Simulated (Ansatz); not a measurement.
# CHBrO: geometry and frequencies at several levels

One table from this session's results is given with a row withheld; the runs are named, their logs left out.

Program: Ansatz 0.2.0. Level of theory: the levels named in each step. These are calculated values, not measurements.

**The structure to begin with**

Bond lengths: C2–O3 1.125 Å, Br1–H4 1.410 Å.

Coordinates:

```xyz
4

Br    0.5250   -0.1632    0.9470
C    -1.2524    0.4164   -2.0988
O    -1.6664    0.4954   -3.1413
H    -0.2425    0.1110   -0.2039
```

Set-up of the first run:

input.yaml

```yaml
crystal:
  periodic: [false, false, false]
  atoms:
    - { symbol: Br, position_ang: [0.52498, -0.16318, 0.94705] }
    - { symbol: C, position_ang: [-1.2524, 0.41642, -2.0988] }
    - { symbol: O, position_ang: [-1.66642, 0.49538, -3.14133] }
    - { symbol: H, position_ang: [-0.24246, 0.111, -0.20387] }
basis:
  gaussian: { orbitals: def2-SVP }
hamiltonian:
  xc: pbe
  dispersion: d4
relax:
  f_tol: 0.03
  max_steps: 200
```

The run is started by

```
$ ansatz run input.yaml --threads 2 --pin off --max-ram 5120MiB --backend cpu --events-out ev --progress --plain --runs-dir out
```

Among the steps run: A rough first relaxation, PBE-D4/def2-SVP; Relaxation, HF/STO-3G; Frequencies, HF/STO-3G; Relaxation, HF/def2-SVP; Frequencies, HF/def2-SVP; Relaxation, LDA/def2-SVP; Frequencies, LDA/def2-SVP; Relaxation, PBE-D4/def2-SVP; Frequencies, PBE-D4/def2-SVP; Relaxation, PBE0-D4/def2-TZVPP; Relaxation, MP2/def2-TZVPP; Frequencies, MP2/def2-TZVPP.

One of the session's tables, all rows but one given; the rest of the session is left out.

```
             level  C2–O3 (Å)  rotational constants (MHz)  dipole (D)  highest frequency (cm⁻¹)
         HF/STO-3G     1.1448                      1146.4        1.75                      3103
       HF/def2-SVP          ?                           ?           ?                         ?
      LDA/def2-SVP     1.1315                      1425.8        2.63                      2377
   PBE-D4/def2-SVP     1.1393                      1276.6        2.18                      2475
PBE0-D4/def2-TZVPP     1.1214                      1231.2        1.66                         -
    MP2/def2-TZVPP     1.1356                      1199.9        1.73                      2696
```

**Question.** Estimate the row for HF/def2-SVP.

**Answer.** C2–O3 (Å): 1.1057; rotational constants (MHz): 997.19; dipole (D): 1.28; highest frequency (cm⁻¹): 2818. In the column «C2–O3 (Å)» it is the lowest.

Limits of these values: Warnings in the runs' records: rigid motions above zero.
